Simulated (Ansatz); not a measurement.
**C₂H₄GaN: up Jacob's ladder to CCSD(T)**

One table from this session's results is given with a row withheld; the runs are named, their logs left out.

Computed with Ansatz 0.2.0, Gaussian basis. Level: functionals in def2-TZVPP, the program's frozen cores in correlated methods.

Levels to be run: LDA (SPW92), PBE-D4, revPBE-D4, BLYP-D4, r2SCAN-D4, B97M-V, PBE0-D4, B3LYP-D4, r2SCANh-D4, r2SCAN0-D4, HSE06-D4, BHLYP-D4, CAM-B3LYP-D4, LC-ωPBE, ωB97X-V, ωB97M-V, B2PLYP, PBE-QIDH; CCSD(T)/def2-SVP; CCSD(T)/def2-TZVPP; MP2/def2-QZVPP; extrapolation to the limit; RPA on PBE.

## The geometry

An earlier PBE0-D4 in a triple-zeta def2 set relaxation fixed the geometry.

8 atoms, charge 0, spin multiplicity 1.

Atoms are counted from 1 here; the program's logs count them from 0.

Bond lengths: N1–C2 1.361 Å, N1–H5 1.009 Å, N1–H6 1.003 Å, C2–C3 1.349 Å, C2–Ga4 2.037 Å, C3–H7 1.090 Å, C3–H8 1.096 Å. Angles: C2–N1–H5 119.9°, C2–N1–H6 119.1°, H5–N1–H6 114.9°, N1–C2–C3 124.7°, N1–C2–Ga4 137.9°, C3–C2–Ga4 97.2°, C2–C3–H7 125.6°, C2–C3–H8 120.2°, H7–C3–H8 114.2°.

The first run:

in.yaml

```yaml
crystal:
  periodic: [false, false, false]
  atoms:
    - {symbol: N, position_ang: [0.231749, 1.315206, 0.100980]}
    - {symbol: C, position_ang: [-0.180118, 0.035119, 0.308582]}
    - {symbol: C, position_ang: [0.202763, -1.025175, -0.432453]}
    - {symbol: Ga, position_ang: [-1.305165, -0.990702, 1.661288]}
    - {symbol: H, position_ang: [0.691172, 1.562077, -0.763026]}
    - {symbol: H, position_ang: [-0.263273, 2.065412, 0.545005]}
    - {symbol: H, position_ang: [0.860597, -0.987666, -1.300968]}
    - {symbol: H, position_ang: [-0.145525, -2.031471, -0.175108]}
basis:
  gaussian: {orbitals: def2-TZVPP}
hamiltonian: {xc: lda}
output: {orbitals: {seedname: orbitals}}
```

Command:

```bash
ansatz run in.yaml --threads 2 --pin off --events-out ev --progress --plain --max-ram 4352MiB
```

Among the steps run: LDA; PBE-D4 (GGA); revPBE-D4 (GGA); BLYP-D4 (GGA); r2SCAN-D4 (meta-GGA); B97M-V (meta-GGA); B3LYP-D4 (hybrid); r2SCANh-D4 (hybrid); r2SCAN0-D4 (hybrid); HSE06-D4 (hybrid); BHLYP-D4 (hybrid); CAM-B3LYP-D4 (range-separated); LC-ωPBE (range-separated); ωB97X-V (range-separated); ωB97M-V (range-separated); B2PLYP (double hybrid); PBE-QIDH (double hybrid).

One of the session's tables, all rows but one given; the rest of the session is left out.

| functional | HOMO (eV) | gap (eV) |
| --- | --- | --- |
| LDA (SPW92) | -4.99 | 2.88 |
| PBE-D4 | -4.84 | 2.95 |
| revPBE-D4 | -4.79 | 2.98 |
| BLYP-D4 | -4.74 | 2.92 |
| r2SCAN-D4 | -5.08 | 3.30 |
| B97M-V | -5.02 | 3.22 |
| PBE0-D4 | -5.86 | 4.68 |
| B3LYP-D4 | -5.72 | 4.32 |
| r2SCANh-D4 | -5.46 | 3.94 |
| r2SCAN0-D4 | ? | ? |
| HSE06-D4 | -5.46 | 3.93 |
| BHLYP-D4 | -6.79 | 6.36 |
| CAM-B3LYP-D4 | -7.13 | 6.87 |
| LC-ωPBE | -8.34 | 9.12 |
| ωB97X-V | -8.04 | 8.73 |
| ωB97M-V | -7.97 | 8.51 |

Estimate the missing values for r2SCAN0-D4.

Worked estimate for «HOMO (eV)». Against the share of exact exchange, r2SCAN-D4 (0, -5.08), r2SCANh-D4 (0.1, -5.46) give a slope of -3.80 per unit share; at 0.25 the line stands at -6.03.

The run gave: HOMO (eV): -6.02; gap (eV): 4.90. In «HOMO (eV)» the line misses by -0.01.
